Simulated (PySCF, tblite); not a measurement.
**C4H11BO2Si: geometry, infrared bands and NMR shifts**

Wanted: the infrared bands and NMR shifts of C4H11BO2Si (`C[O+]1[BH2-]C[C@@H](C=O)[SiH2]1`), by calculation.

The runs use tblite 0.8.0 and PySCF 2.14.0, with density-fitted response routines of our own; the level of theory stands in each step. All values are computed, except where a source is named. Atoms are numbered from 0 throughout.

### 1 Starting geometry

19 atoms, charge 0, multiplicity 1; geometry from: force field or distance geometry start.

Bonds of the start (Å): C0–O1 1.39, O1–B2 1.46, B2–C3 1.59, C3–C4 1.52, C4–C5 1.49, C5–O6 1.22, C4–Si7 1.88, Si7–O1 1.74, C0–H8 1.12, C0–H9 1.11, C0–H10 1.10, B2–H11 1.18, B2–H12 1.19, C3–H13 1.11, C3–H14 1.10, C4–H15 1.09, C5–H16 1.10, Si7–H17 1.45, Si7–H18 1.46.

### 2 Geometry optimisation with GFN2-xTB

What the job is given:

```
{"job": {"kind": "relax", "xc": "GFN2-xTB", "basis": "xTB"}, "charge": 0, "multiplicity": 1}
C     -1.760700     0.660800     0.228200
O     -1.278600    -0.629100     0.431700
B     -0.883100    -1.149600    -0.871200
C      0.248400    -0.194200    -1.456700
C      1.330500    -0.267500    -0.398600
C      2.026300     1.039400    -0.243600
O      1.694700     1.994400    -0.921200
Si     0.294400    -0.447900     1.159800
H     -2.760200     0.757200     0.719300
H     -1.961000     0.859000    -0.848900
H     -1.079600     1.422000     0.641000
H     -1.837200    -1.235400    -1.562800
H     -0.402800    -2.220400    -0.658800
H      0.612400    -0.668700    -2.388700
H     -0.062200     0.855100    -1.600400
H      1.989100    -1.114100    -0.573600
H      2.843200     1.140100     0.488500
H      0.687100    -1.589600     1.966700
H      0.289500     0.797700     1.927200
```

Command:

```sh
> OMP_NUM_THREADS=1 python probes_run.py task.json out
```

The driver reads the jobs from task.json and runs them one after another.

**Question.** This job is followed by: GFN2-xTB harmonic vibrations, gas phase; GIAO PBE0/pcSseg-1 NMR shielding, non-relativistic, gas phase. Predict these results of the whole session: strongest single infrared mode (GFN2-xTB); zero-point energy (GFN2-xTB); ¹³C shifts against TMS (PBE0/pcSseg-1); ¹H shifts against TMS (PBE0/pcSseg-1, means over atoms taken as alike); ¹⁷O shifts against H2O (PBE0/pcSseg-1); ¹¹B shifts against BF3·OEt2 (PBE0/pcSseg-1); ²⁹Si shifts against TMS (PBE0/pcSseg-1); surface potential, 1st and 99th percentile.

**Answer**, as computed:

```
                                                              quantity                                                      value
                             strongest single infrared mode (GFN2-xTB)                                      1751 cm⁻¹, 362 km/mol
                                          zero-point energy (GFN2-xTB)                                              90.1 kcal/mol
                                ¹³C shifts against TMS (PBE0/pcSseg-1)                                211.9, 57.2, 53.5, 17.2 ppm
¹H shifts against TMS (PBE0/pcSseg-1, means over atoms taken as alike)  10.00, 5.07, 5.05, 3.79, 3.46, 3.34, 3.12, 1.37, 1.09 ppm
                                ¹⁷O shifts against H2O (PBE0/pcSseg-1)                                            673.8, -6.5 ppm
                           ¹¹B shifts against BF3·OEt2 (PBE0/pcSseg-1)                                                    5.0 ppm
                               ²⁹Si shifts against TMS (PBE0/pcSseg-1)                                                    6.3 ppm
                                 surface potential, 1st and 99th percentile                                         -1.52 V and 1.55 V
```

In words: Over 138 steps the energy fell by 1.594 eV; of the close pairs, O1–B2 changed most, 1.458 to 1.645 Å. All 51 modes are real, so the xTB geometry is a minimum. The strongest single mode, at 1751 cm⁻¹, moves mainly C5 and O6. GFN2-xTB is a fitted tight-binding method: band positions and strengths are rough. Its intensities can rank the bands wrongly. C5 (aldehyde carbonyl carbon) lies farthest downfield among carbon, at 211.9 ppm; low-lying n→π* states of the double bond to the heteroatom give a large paramagnetic term (-271 ppm). The most deshielded hydrogen is H16 (hydrogen on an aldehyde carbonyl carbon), at 10.00 ppm: deshielded by the polar, anisotropic C=O bond. At PBE0/pcSseg-1: The widest tensor belongs to O6: span 1184 ppm, with a paramagnetic part of -739 ppm. By nearest atom (PBE0/pcSseg-1), the HOMO sits on O6 46 %; H16 11 % and the LUMO on C5 43 %; O6 31 %.
